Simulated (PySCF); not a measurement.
# CH6GeO: NMR shifts and spin-spin couplings

Wanted: the NMR shifts and spin-spin couplings of CH6GeO (`C[O][GeH3]`), by calculation.

Computed with PySCF 2.14.0, with density-fitted response routines of our own, on a single molecule in the gas phase. Atoms are numbered from 0 throughout.

### Step 1. The starting structure

9 atoms, charge 0, multiplicity 1; geometry from: GFN2-xTB.

Bonds of the start (Å): C0–O1 1.41, O1–Ge2 1.75, C0–H3 1.09, C0–H4 1.09, C0–H5 1.09, Ge2–H6 1.51, Ge2–H7 1.49, Ge2–H8 1.51.

### Step 2. Shielding tensors: PBE0/pcSseg-1

Job settings and geometry (Å):

```
{"job": {"kind": "nmr", "xc": "PBE0", "basis": "pcSseg-1"}, "charge": 0, "multiplicity": 1}
C      1.381618     0.088282     0.324519
O      0.313249     0.359684    -0.554632
Ge    -1.364090    -0.057238    -0.288832
H      1.503308    -0.985365     0.490777
H      2.287977     0.479517    -0.140191
H      1.240293     0.576633     1.292339
H     -1.511741    -1.548338    -0.146677
H     -1.964554     0.481928    -1.535880
H     -1.872500     0.610892     0.960637
```

Level: GIAO PBE0/pcSseg-1 NMR shielding, non-relativistic, gas phase.

**Question.** This job is followed by: B3LYP/pcJ-1 Ge:pcSseg-1 indirect spin-spin coupling, non-relativistic, gas phase. Predict these results of the whole session: 13C shifts against TMS (PBE0/pcSseg-1); 1H shifts against TMS (PBE0/pcSseg-1, means over atoms taken as alike); 17O shifts against H2O (PBE0/pcSseg-1); 73Ge shifts against GeMe4 (PBE0/pcSseg-1); largest coupling of the table (B3LYP/pcSseg-1+pcJ-1).

**Answer**, as computed:

```
                                                              quantity                    value
                                13C shifts against TMS (PBE0/pcSseg-1)                 58.5 ppm
1H shifts against TMS (PBE0/pcSseg-1, means over atoms taken as alike)           4.73, 3.78 ppm
                                17O shifts against H2O (PBE0/pcSseg-1)                -22.4 ppm
                             73Ge shifts against GeMe4 (PBE0/pcSseg-1)                  -69 ppm
                  largest coupling of the table (B3LYP/pcSseg-1+pcJ-1)  1J(C,H) C0–H3, 145.6 Hz
```

**Reading.** At PBE0/pcSseg-1: The widest tensor belongs to Ge2: span 375 ppm, with a paramagnetic part of -1357 ppm. In the run at B3LYP/pcSseg-1+pcJ-1, the largest coupling of the table is C0–H3 (mean over like pairs), 145.6 Hz, of which the Fermi-contact term gives 144.3 Hz. Spin-orbit coupling is left out, which matters for shieldings and couplings at and beside the heavy atoms.
